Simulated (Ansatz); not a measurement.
# AsH4Si (charge -1): two geometries relaxed

Aim: relax the geometries before and after the shift of H3 from Si1 to As2, and see whether they are two minima and how far apart in energy. SMILES of the start: [SiH2-][AsH2].

Program: Ansatz 0.2.0. Level of theory: RKS CAM-B3LYP-D4/def2-SVP. These are calculated values, not measurements.

**1. The system as given**

Bond lengths: Si1–As2 2.315 Å, Si1–H3 1.539 Å, Si1–H4 1.540 Å, As2–H5 1.527 Å, As2–H6 1.530 Å. Angles: Si1–As2–H5 93.3°, Si1–As2–H6 93.7°, H5–As2–H6 88.6°, As2–Si1–H3 95.6°, As2–Si1–H4 95.8°, H3–Si1–H4 94.9°.

Coordinates:

```xyz
6

Si    0.0025   -1.0696    0.3883
As   -0.0399    1.0922   -0.4380
H     1.1120   -1.5687   -0.5537
H    -1.1546   -1.5919   -0.4828
H     1.1049    1.5531    0.4619
H    -1.0250    1.5849    0.6243
```

**2. Relaxing end A**

The input, input.yaml:

```yaml
crystal:
  periodic: [false, false, false]
  atoms:
    - { symbol: Si, position_ang: [0.00249, -1.06958, 0.38831] }
    - { symbol: As, position_ang: [-0.03989, 1.09222, -0.43805] }
    - { symbol: H, position_ang: [1.11203, -1.56872, -0.55371] }
    - { symbol: H, position_ang: [-1.15457, -1.59186, -0.48281] }
    - { symbol: H, position_ang: [1.10491, 1.55306, 0.46193] }
    - { symbol: H, position_ang: [-1.02497, 1.58488, 0.62434] }
total_charge: -1
basis:
  gaussian: { orbitals: def2-SVP }
hamiltonian:
  xc: cam_b3lyp
  dispersion: d4
relax:
  f_tol: 0.02
  max_steps: 50
output:
  orbitals: {}
```

Launch:

```
$ ansatz run input.yaml --threads 2 --pin off --max-ram 3072MiB --backend cpu --events-out ev --progress --plain --runs-dir out
```

Log, cut to the lines that bear on the results:

```text
Warning: RAYON_NUM_THREADS=2 ignored (pool sized by the plan → 2); use --threads N
[...]
Functional definition: CAM-B3LYP
[...]
727 factors; integrals over basis functions are off by at most 2.4e-4 eV
256 factors; integrals over basis functions are off by at most 1.0e-6 eV
[...]
mean field -68777.22196726 eV, -2527.5162884215 hartree, gradient 5.5e-5 eV, S^2 0.000000; 0 other end points of the search recorded, 0 dependent functions left out
[...]
reference -68777.22208186 eV, -2527.5162926327 hartree; 26, 26 occupied and 44, 44 virtual orbitals, 727 factors
relax step   1: F+E_penalty+E_count = -68777.35950857 eV  Δ(F+E_penalty+E_count) = +0.000e0 eV  max|allowed force component| = 1.722e0 eV/Å  Δτ_max = 0.0000 Å  (23 SCF iters, accepted)
[...]
relax step   4: F+E_penalty+E_count = -68777.53466811 eV  Δ(F+E_penalty+E_count) = -3.503e-3 eV  max|allowed force component| = 8.204e-2 eV/Å  Δτ_max = 0.0229 Å  (25 SCF iters, accepted)
[...]
relax step   5: F+E_penalty+E_count = -68777.53506946 eV  Δ(F+E_penalty+E_count) = -4.014e-4 eV  max|allowed force component| = 8.874e-3 eV/Å  Δτ_max = 0.0052 Å  (23 SCF iters, accepted)
727 factors; integrals over basis functions are off by at most 2.3e-4 eV
256 factors; integrals over basis functions are off by at most 1.1e-6 eV
mean field -68777.40026929 eV, -2527.5228409001 hartree, gradient 1.4e-5 eV, S^2 0.000000; 1 other end points of the search recorded, 0 dependent functions left out
[...]
reference -68777.40038538 eV, -2527.5228451665 hartree; 26, 26 occupied and 44, 44 virtual orbitals, 727 factors
Total energy: -68777.53518555 eV, -2527.5277989814 hartree
Atom 0 at     0.006564    -1.224953     0.449557 Å, force     0.000603     0.001399    -0.008874 eV/Å
Atom 1 at    -0.034815     1.112899    -0.398737 Å, force     0.001236    -0.007048     0.004453 eV/Å
Atom 2 at     1.091697    -1.590526    -0.592090 Å, force    -0.001396     0.000507     0.002478 eV/Å
Atom 3 at    -1.140916    -1.611873    -0.514749 Å, force     0.000465     0.000670     0.003049 eV/Å
Atom 4 at     1.127983     1.641931     0.450182 Å, force    -0.001294     0.002426    -0.000072 eV/Å
Atom 5 at    -1.050512     1.672522     0.605846 Å, force     0.000387     0.002046    -0.001033 eV/Å
Dipole moment:    -0.012705     0.846669    -0.256439 e Å
```

Wall time 7.6 s (2 threads of Arm Neoverse V1, shared host); peak memory 0.15 GiB.

The steps of the relaxation:

```
step  energy from step 1 (eV)  largest force component (eV/Å)
   1                   0.0000                          1.7224
   2                  -0.1641                          0.3909
   3                  -0.1717                          0.1396
   4                  -0.1752                          0.0820
   5                  -0.1756                          0.0089
```

Step 1 is the start.

After: Bond lengths: Si1–As2 2.487 Å, Si1–H3 1.548 Å, Si1–H4 1.548 Å, As2–H5 1.534 Å, As2–H6 1.534 Å. Angles: Si1–As2–H5 97.1°, Si1–As2–H6 97.5°, H5–As2–H6 90.8°, As2–Si1–H3 90.2°, As2–Si1–H4 90.6°, H3–Si1–H4 92.4°.

**3. Relaxing end B**

The second end starts from a geometry with the move made by hand.

input.yaml, as its differences from that of step 2:

```diff
@@ -5,3 +5,3 @@
     - { symbol: As, position_ang: [-0.03989, 1.09222, -0.43805] }
-    - { symbol: H, position_ang: [1.11203, -1.56872, -0.55371] }
+    - { symbol: H, position_ang: [0.14118, 0.69447, -1.89387] }
     - { symbol: H, position_ang: [-1.15457, -1.59186, -0.48281] }
@@ -18,3 +18 @@
   max_steps: 50
-output:
-  orbitals: {}
```

Launch:

```
$ ansatz run input.yaml --threads 2 --pin off --max-ram 3072MiB --backend cpu --events-out ev --progress --plain --runs-dir out
```

Log, cut to the lines that bear on the results:

```text
Warning: RAYON_NUM_THREADS=2 ignored (pool sized by the plan → 2); use --threads N
[...]
[... 1 set-up line as earlier in the session ...]
[...]
729 factors; integrals over basis functions are off by at most 2.8e-4 eV
256 factors; integrals over basis functions are off by at most 1.2e-6 eV
[...]
mean field -68772.13619332 eV, -2527.3293896764 hartree, gradient 1.1e-5 eV, S^2 0.000000; 0 other end points of the search recorded, 0 dependent functions left out
[...]
reference -68772.13630422 eV, -2527.3293937518 hartree; 26, 26 occupied and 44, 44 virtual orbitals, 729 factors
relax step   1: F+E_penalty+E_count = -68772.28126634 eV  Δ(F+E_penalty+E_count) = +0.000e0 eV  max|allowed force component| = 2.103e0 eV/Å  Δτ_max = 0.0000 Å  (48 SCF iters, accepted)
[...]
relax step   3: F+E_penalty+E_count = -68773.93528584 eV  Δ(F+E_penalty+E_count) = -7.040e-1 eV  max|allowed force component| = 1.067e0 eV/Å  Δτ_max = 0.1949 Å  (36 SCF iters, accepted)
[...]
relax step   5: F+E_penalty+E_count = -68775.19942099 eV  Δ(F+E_penalty+E_count) = -6.781e-1 eV  max|allowed force component| = 1.907e0 eV/Å  Δτ_max = 0.1951 Å  (33 SCF iters, accepted)
[...]
relax step   7: F+E_penalty+E_count = -68776.70093878 eV  Δ(F+E_penalty+E_count) = -7.225e-1 eV  max|allowed force component| = 1.578e0 eV/Å  Δτ_max = 0.1994 Å  (28 SCF iters, accepted)
[...]
relax step   9: F+E_penalty+E_count = -68777.33669346 eV  Δ(F+E_penalty+E_count) = -2.048e-1 eV  max|allowed force component| = 9.344e-1 eV/Å  Δτ_max = 0.2000 Å  (27 SCF iters, accepted)
[...]
relax step  10: F+E_penalty+E_count = -68777.50437563 eV  Δ(F+E_penalty+E_count) = -1.677e-1 eV  max|allowed force component| = 3.005e-1 eV/Å  Δτ_max = 0.1935 Å  (28 SCF iters, accepted)
[...]
relax step  11: F+E_penalty+E_count = -68777.52646302 eV  Δ(F+E_penalty+E_count) = -2.209e-2 eV  max|allowed force component| = 1.704e-1 eV/Å  Δτ_max = 0.1423 Å  (27 SCF iters, accepted)
[...]
730 factors; integrals over basis functions are off by at most 6.4e-4 eV
256 factors; integrals over basis functions are off by at most 1.4e-6 eV
```

**4. The output, continued: end point B relaxed**

Output, continued, cut to the lines that bear on the results:

```text
mean field -68777.39824482 eV, -2527.5227665022 hartree, gradient 2.1e-5 eV, S^2 0.000000; 0 other end points of the search recorded, 0 dependent functions left out
[...]
reference -68777.39836253 eV, -2527.5227708279 hartree; 26, 26 occupied and 44, 44 virtual orbitals, 730 factors
relax step  12: F+E_penalty+E_count = -68777.53303900 eV  Δ(F+E_penalty+E_count) = -6.576e-3 eV  max|allowed force component| = 5.398e-2 eV/Å  Δτ_max = 0.0494 Å  (25 SCF iters, accepted)
[...]
relax step  17: F+E_penalty+E_count = -68777.53500807 eV  Δ(F+E_penalty+E_count) = -1.212e-4 eV  max|allowed force component| = 2.824e-2 eV/Å  Δτ_max = 0.0176 Å  (24 SCF iters, accepted)
[...]
relax step  18: F+E_penalty+E_count = -68777.53505430 eV  Δ(F+E_penalty+E_count) = -4.623e-5 eV  max|allowed force component| = 1.757e-2 eV/Å  Δτ_max = 0.0111 Å  (23 SCF iters, accepted)
[...]
256 factors; integrals over basis functions are off by at most 1.3e-6 eV
[...]
mean field -68777.40024196 eV, -2527.5228398959 hartree, gradient 2.7e-5 eV, S^2 0.000000; 1 other end points of the search recorded, 0 dependent functions left out
[...]
reference -68777.40035927 eV, -2527.5228442067 hartree; 26, 26 occupied and 44, 44 virtual orbitals, 729 factors
Total energy: -68777.53517160 eV, -2527.5277984687 hartree
Atom 0 at     0.165440    -0.884810    -0.143047 Å, force    -0.012482     0.002745    -0.016099 eV/Å
Atom 1 at    -0.474476     1.514298    -0.279705 Å, force     0.010644     0.006122     0.017569 eV/Å
Atom 2 at     0.744300    -0.818658    -1.577785 Å, force    -0.004972    -0.002308     0.009021 eV/Å
Atom 3 at    -1.235792    -1.298980    -0.657002 Å, force     0.014858    -0.000949     0.004758 eV/Å
Atom 4 at     0.869159     2.098782     0.176648 Å, force    -0.010448    -0.004644    -0.004140 eV/Å
Atom 5 at    -1.039481     1.652558     1.140741 Å, force     0.002400    -0.000966    -0.011108 eV/Å
Dipole moment:    -0.207903     0.858621    -0.005310 e Å
```

Run time: 25 s. Hardware: 2 threads of Arm Neoverse V1, shared host; peak memory 0.15 GiB.

The steps of the relaxation:

```
step  energy from step 1 (eV)  largest force component (eV/Å)
   1                   0.0000                          2.1034
   2                  -0.9500                          1.3033
   3                  -1.6540                          1.0667
   4                  -2.2400                          1.5433
   5                  -2.9182                          1.9069
   6                  -3.6971                          2.0399
   7                  -4.4197                          1.5778
   8                  -4.8506                          1.4880
   9                  -5.0554                          0.9344
  10                  -5.2231                          0.3005
  11                  -5.2452                          0.1704
  12                  -5.2518                          0.0540
  13                  -5.2530                          0.0081
  14                  -5.2532                          0.0174
  15                  -5.2535                          0.0358
  16                  -5.2536                          0.0396
  17                  -5.2537                          0.0282
  18                  -5.2538                          0.0176
```

Step 1 is the start.

After: Bond lengths: Si1–As2 2.487 Å, Si1–H3 1.549 Å, Si1–H4 1.549 Å, As2–H5 1.535 Å, As2–H6 1.535 Å. Angles: Si1–As2–H5 97.2°, Si1–As2–H6 97.5°, H5–As2–H6 90.7°, As2–Si1–H3 90.2°, As2–Si1–H4 90.4°, H3–Si1–H4 92.4°.

Pairs that crossed the distance rule for bonds on the way: came closer Si1–H3; moved apart As2–H3.

**5. What came out**

```
                           quantity                     value
                              end A   4 moves, 0.176 eV lower
                              end B  17 moves, 5.254 eV lower
largest difference between the ends                    0.01 Å
            end B relative to end A                 +0.000 eV
```

What this shows: The two relaxations end at one structure, within 0.01 Å: no second minimum was found from this start, which doesn't rule one out.
